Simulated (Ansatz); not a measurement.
**C4H9FOSi: how energies converge with the basis set**

How large a basis does C4H9FOSi need? Two functionals are run in growing sets.

Program: Ansatz 0.2.0, Gaussian basis. Level of theory: one geometry, several basis sets. These are calculated values, not measurements.

Levels to be run: PBE0-D4/def2-SVP; ωB97M-V/def2-SVP; PBE0-D4/def2-QZVPP; ωB97M-V/def2-QZVPP; the functionals' def2-TZVPP values are taken from earlier runs.

1 further run of the same task is left out (it didn't finish). Runs told in other sessions of the task aren't counted.

**1. Structure used throughout**

The geometry comes from an earlier relaxation with PBE0-D4 in a triple-zeta def2 set; it is a stationary point, not always the lowest conformer.

SMILES `CC(C)(C)O[Si]F`, 16 atoms, charge 0, spin multiplicity 1.

Atoms are counted from 1 here; the program's logs count them from 0.

Bond lengths: C1–C2 1.518 Å, C1–H8 1.092 Å, C1–H9 1.092 Å, C1–H10 1.092 Å, C2–C3 1.520 Å, C2–C4 1.520 Å, C2–O5 1.439 Å, C3–H11 1.092 Å, C3–H12 1.091 Å, C3–H13 1.092 Å, C4–H14 1.092 Å, C4–H15 1.091 Å, C4–H16 1.092 Å, O5–Si6 1.621 Å, Si6–F7 1.626 Å. Angles: C2–C1–H8 110.4°, C2–C1–H9 110.5°, C2–C1–H10 110.4°, H8–C1–H9 108.6°, H8–C1–H10 108.4°, H9–C1–H10 108.6°, C1–C2–C3 110.9°, C1–C2–C4 110.9°, C1–C2–O5 106.0°, C3–C2–C4 111.2°, C3–C2–O5 108.9°, C4–C2–O5 108.9°, C2–C3–H11 110.2°, C2–C3–H12 110.8°, C2–C3–H13 110.3°, H11–C3–H12 108.4°, H11–C3–H13 108.2°, H12–C3–H13 108.9° and more.

**2. PBE0-D4 in def2-SVP**

Contents of in.yaml:

```yaml
crystal:
  periodic: [false, false, false]
  atoms:
    - {symbol: C, position_ang: [-0.585665, -1.200787, -1.063398]}
    - {symbol: C, position_ang: [-0.119482, -0.081206, -0.150381]}
    - {symbol: C, position_ang: [1.352651, 0.224158, -0.375928]}
    - {symbol: C, position_ang: [-0.392931, -0.420686, 1.306076]}
    - {symbol: O, position_ang: [-0.895884, 1.075242, -0.512788]}
    - {symbol: Si, position_ang: [-1.067219, 2.631659, -0.093721]}
    - {symbol: F, position_ang: [0.011511, 2.837649, 1.105150]}
    - {symbol: H, position_ang: [-0.419451, -0.933134, -2.108513]}
    - {symbol: H, position_ang: [-0.038973, -2.121635, -0.849077]}
    - {symbol: H, position_ang: [-1.651574, -1.388301, -0.921236]}
    - {symbol: H, position_ang: [1.957613, -0.659794, -0.162083]}
    - {symbol: H, position_ang: [1.685250, 1.034224, 0.274905]}
    - {symbol: H, position_ang: [1.524699, 0.512794, -1.415059]}
    - {symbol: H, position_ang: [-1.460584, -0.590006, 1.461499]}
    - {symbol: H, position_ang: [-0.064892, 0.387669, 1.961332]}
    - {symbol: H, position_ang: [0.141931, -1.330547, 1.587420]}
basis:
  gaussian: {orbitals: def2-SVP}
hamiltonian: {xc: pbe0, dispersion: d4}
output: {orbitals: {seedname: orbitals}}
```

Launch:

```sh
$ ansatz run in.yaml --threads 4 --pin off --events-out ev --progress --plain --max-ram 11315MiB
```

The runs that follow: ωB97M-V in def2-SVP; PBE0-D4 in def2-QZVPP; ωB97M-V in def2-QZVPP.

Before running them: what should the planned runs give, taken together? Wanted: PBE0-D4: double and triple zeta above quadruple; ωB97M-V: double and triple zeta above quadruple.

As calculated:

```
                                       quantity           value
PBE0-D4: double and triple zeta above quadruple  14.25, 0.78 eV
ωB97M-V: double and triple zeta above quadruple  14.64, 0.75 eV
```

What this shows: PBE0-D4 gains 13.47 eV from double to triple zeta, then 0.78 eV more. These are total energies; as a rule much of such shifts cancels in differences, which this series doesn't test.
